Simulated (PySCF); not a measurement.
**ReO2F2: other functionals and bases at one geometry**

One table from this session's results is given with a row withheld; the runs are named, their logs left out.

The runs use PySCF 2.14.0; several levels, as the steps say, no spin–orbit coupling.

2 further runs of the same task are left out: 1 for a known fault of the program, 1 set aside as unsound or not needed.

**Starting geometry**

5 atoms, charge 0, spin multiplicity 2.

Bond lengths: Re1–O2 1.695 Å, Re1–O3 1.695 Å, Re1–F4 1.873 Å, Re1–F5 1.873 Å. Angles: O2–Re1–O3 113.3°, O2–Re1–F4 114.0°, O2–Re1–F5 114.0°, O3–Re1–F4 114.0°, O3–Re1–F5 114.0°, F4–Re1–F5 84.4°.

Coordinates:

| atom | x (Å) | y (Å) | z (Å) |
| --- | --- | --- | --- |
| Re1 | 0.0000 | 0.0000 | 0.1700 |
| O2 | 1.0009 | 1.0009 | 1.1020 |
| O3 | -1.0009 | -1.0009 | 1.1020 |
| F4 | 0.8896 | -0.8896 | -1.2181 |
| F5 | -0.8896 | 0.8896 | -1.2181 |

Formal oxidation states: Re +6. An earlier session relaxed this geometry at r2SCAN, Re def2-SVP with ECP60, O def2-SVP, F def2-SVP (doublet, point group C2v).

At r2SCAN on the finer grid: E = -428.166888 Eh, HOMO -6.68 eV, LUMO -4.83 eV (over both spins), ⟨S²⟩ = 0.756, Mulliken charge on Re1 +1.26 e, largest force component 0.070 eV/Å. 

Levels to run: BLYP; B3LYP; TPSS; PBE0; r2SCAN, TZVP; r2SCAN, x2c-SVP. Hardware: 2 threads of Arm Neoverse V2, shared host.

Set-up of the first run:

Contents of run.py (the lines that set the calculation):

```python
mol = gto.M(atom='''
Re     0.00000     0.00000     0.16998
O      1.00087     1.00087     1.10199
O     -1.00087    -1.00087     1.10199
F      0.88963    -0.88963    -1.21809
F     -0.88963     0.88963    -1.21809''',
    basis={'Re': 'def2-SVP', 'O': 'def2-SVP', 'F': 'def2-SVP'},
    ecp={'Re': 'def2-SVP'},
    charge=0, spin=1)
mf = dft.UKS(mol, xc='BLYP')
mf.grids.atom_grid = (75, 302)
mf = mf.density_fit()  # fitting sets: Re def2-universal-JKFIT, O def2-universal-JKFIT, F def2-universal-JKFIT
mf.conv_tol = 1e-08; mf.max_cycle = 55
mf.kernel(dm0)  # dm0: the density of the relaxed state
```

The run is started by

```
$ OMP_NUM_THREADS=2 python run.py
```

Among the steps run: BLYP; B3LYP; TPSS; PBE0; r2SCAN, TZVP; r2SCAN, x2c-SVP.

One table of the session follows, with a row left open; its other results are not shown here.

```
                level  HOMO (eV)  gap (eV)  charge on Re1 (e)  dipole (D)  largest force component (eV/Å)
r2SCAN (relaxed here)      -6.68      1.85               1.26        0.33                            0.07
                 BLYP      -5.94      1.06               1.07        0.20                            0.75
                B3LYP      -7.65      3.14               1.25        0.39                            0.11
                 TPSS          ?         ?                  ?           ?                               ?
                 PBE0      -8.02      3.82               1.30        0.43                            0.48
         r2SCAN, TZVP      -6.72      1.91               1.55        0.37                            0.14
      r2SCAN, x2c-SVP      -7.02      1.71               1.18        0.38                            0.58
```

**Question.** Estimate the row for TPSS.

As computed: HOMO (eV): -6.26; gap (eV): 1.40; charge on Re1 (e): 1.20; dipole (D): 0.23; largest force component (eV/Å): 0.44. In the column «HOMO (eV)» it lies between r2SCAN (relaxed here) (-6.68) and BLYP (-5.94).

In one basis the HOMO–LUMO gap runs from 1.06 eV (BLYP) to 3.82 eV (PBE0). The largest leftover force, 0.75 eV/Å with BLYP, stands at a geometry relaxed at another level. Total energies of different levels can't be compared.
